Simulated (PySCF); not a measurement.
# A diatomic session: GaF−

Aim: find the lowest electronic state of GaF−, scan its bond at several levels of theory, and get bond length, wavenumber and dissociation energy from each curve.

Computed with PySCF 2.14.0. Level: Ga def2-TZVPPD, F def2-TZVPPD, no relativity.

2 further runs of the same task are left out: 2 set aside as unsound or not needed.

## Step 1: Input

A driver script around PySCF takes these settings:

```yaml
atoms: Ga, F
charge: -1
basis: Ga def2-TZVPPD, F def2-TZVPPD
Hamiltonian: no relativity
basis_functions: 94
electrons_treated: 41
masses_in_u: 68.9256, 18.9984
levels: PBE0, PBE, r²SCAN, M06, M06-L, B3LYP, BLYP, PBEsol, CAM-B3LYP, HF, MP2, SCS-MP2, CCSD, CCSD(T)
grid: 80 radial by 434 angular points
occupations: held fixed by the projection of orbital angular momentum
dissociation_limit: Ga + F−, each in its ground configuration
starting_distance_in_angstrom: 1.920
values_of_2S_to_try: 1, 3
```

On the command line:

```
> OMP_NUM_THREADS=2 python dia.py task.json out
```

The runs that follow: PBE0 along the bond; PBE (GGA); r²SCAN; M06; M06-L; B3LYP (global hybrid GGA); BLYP; PBEsol (GGA); CAM-B3LYP (range-separated hybrid); UHF (mean field); Adding correlation.

What does the calculation give? Wanted: for each run, Re; ωe; De; μ.

The runs gave:

Lowest PBE0 solution found, without spin–orbit coupling: ²Π (doublet), unpaired electrons π ↑.

| level | Re (Å) | ωe (cm⁻¹) | De (eV) | μ (D) |
| --- | --- | --- | --- | --- |
| UHF | 1.857 | 497 | 2.36 | 0.13 |
| UHF-MP2 | 1.886 | 466 | 2.35 | n/a |
| UHF-SCS-MP2 | 1.890 | 462 | 2.29 | n/a |
| UHF-CCSD | 1.876 | 479 | 2.38 | n/a |
| UHF-CCSD(T) | 1.882 | 472 | 2.40 | n/a |
| PBE | 1.917 | 436 | 2.34 | -0.16 |
| PBEsol | 1.889 | 461 | 2.55 | 0.05 |
| BLYP | 1.940 | 415 | 2.11 | -0.39 |
| r²SCAN | 1.877 | 477 | 2.59 | 0.09 |
| M06-L | 1.894 | 460 | 2.56 | 0.26 |
| B3LYP | 1.907 | 444 | 2.23 | -0.30 |
| PBE0 | 1.884 | 467 | 2.43 | -0.06 |
| M06 | 1.902 | 441 | 2.29 | -0.35 |
| CAM-B3LYP | 1.887 | 464 | 2.31 | -0.29 |

De is counted to Ga + F− in their ground configurations. A positive dipole points from Ga to F; in an ion it is taken about the centre of mass and does not tell which atom is negative.

Differences from CCSD(T) in the same basis:

| level | Re (mÅ) | ωe (%) |
| --- | --- | --- |
| UHF | -25 | +5.3 |
| UHF-MP2 | +4 | -1.3 |
| UHF-SCS-MP2 | +8 | -2.1 |
| UHF-CCSD | -6 | +1.3 |
| PBE | +35 | -7.7 |
| PBEsol | +7 | -2.3 |
| BLYP | +58 | -12.1 |
| r²SCAN | -5 | +1.0 |
| M06-L | +12 | -2.6 |
| B3LYP | +25 | -5.9 |
| PBE0 | +2 | -1.1 |
| M06 | +20 | -6.7 |
| CAM-B3LYP | +5 | -1.8 |

Judged by CCSD(T) in the same basis: best bond length PBE0 (+2 mÅ), worst BLYP (+58 mÅ); best wavenumber r²SCAN (+1.0 %), worst BLYP (-12.1 %). Hartree–Fock makes the bond too short and too stiff against this reference, as it mostly does. PBE has the long and soft bond that GGAs tend to give. Among the levels with a De in the table, it runs from 2.11 eV (BLYP) to 2.59 eV (r²SCAN).

Correlated steps freeze 10 core orbitals. With some functionals the highest level of the anion is positive, from self-interaction error or because the anion is truly unbound there; the finite basis then holds the extra electron, and no neutral molecule was run to test the binding.
